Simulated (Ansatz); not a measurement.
# C5H10Se, SMILES CC[Se]C1CC1: a single point in a Gaussian basis

Computed with the Python package of Ansatz (0.2.0).

Notebook, run cell by cell (the value of a cell's last expression is shown):

**Cell 1**
```python
import ansatz as az
```

**Cell 2**
```python
geometry_ang = [
    ("C", (2.8569, 0.5265, -0.0346)),
    ("C", (1.3526, 0.6861, 0.1181)),
    ("Se", (0.4244, -0.5699, -1.0494)),
    ("C", (-1.3173, 0.0704, -0.4426)),
    ("C", (-1.8398, -0.6376, 0.7948)),
    ("C", (-2.4258, -0.9591, -0.5691)),
    ("H", (3.1571, 0.7292, -1.0844)),
    ("H", (3.3782, 1.2446, 0.6328)),
    ("H", (3.1604, -0.5055, 0.2414)),
    ("H", (1.0605, 1.7233, -0.1512)),
    ("H", (1.0646, 0.4904, 1.1728)),
    ("H", (-1.6351, 1.1278, -0.5621)),
    ("H", (-2.4977, -0.0141, 1.4362)),
    ("H", (-1.1821, -1.4329, 1.2056)),
    ("H", (-2.1211, -1.9494, -0.9693)),
    ("H", (-3.4359, -0.53, -0.739)),
]
system = az.Crystal.molecule()
for symbol, xyz in geometry_ang:
    system = system.atom(symbol, xyz)
```

**Cell 3**
```python
base = (
    system.calculation()
    .basis(gaussian="6-31G*")
    .functional("PBE")
    .accuracy("high")
)
res = base.run(threads=1)
data = res.report

data["mean_field"]["state"]["spin_squared"]
```
Output:
```text
1.2079226507921703e-13
```

**Cell 4**
```python
for key in ("converged", "free_energy_ev", "reference_energy_ev", "n_frozen", "n_occupied", "n_virtual"):
    print(f"{key:22s} {data[key]}")
```
Output:
```text
converged              True
free_energy_ev         -70671.51229174779
reference_energy_ev    -70671.51229174779
n_frozen               0
n_occupied             [37, 37]
n_virtual              [93, 93]
```

**Cell 5**
```python
field = data["mean_field"]
print("<S^2> =", round(abs(field["state"]["spin_squared"]), 4), " relativity:", field["relativity"])
print("passes:", field["passes"])
if "symmetry" in field:
    print("occupied orbitals by irrep:", field["symmetry"]["occupied"])
```
Output:
```text
<S^2> = 0.0  relativity: none
passes: {'evaluations': 22, 'products': 11}
occupied orbitals by irrep: [{'A': 37}, {'A': 37}]
```

Notes:
- The settings weren't tested for convergence.
- The geometry is a force-field or estimated start, not a minimum of this method, and the basis set is short of its limit.
- It ran for 13 s on 1 thread of Intel(R) Xeon(R) Platinum 8488C (Sapphire Rapids), on a shared host, peak memory 0.54 GiB.

(Lines on the test bed's own set-up are left out of the output.)
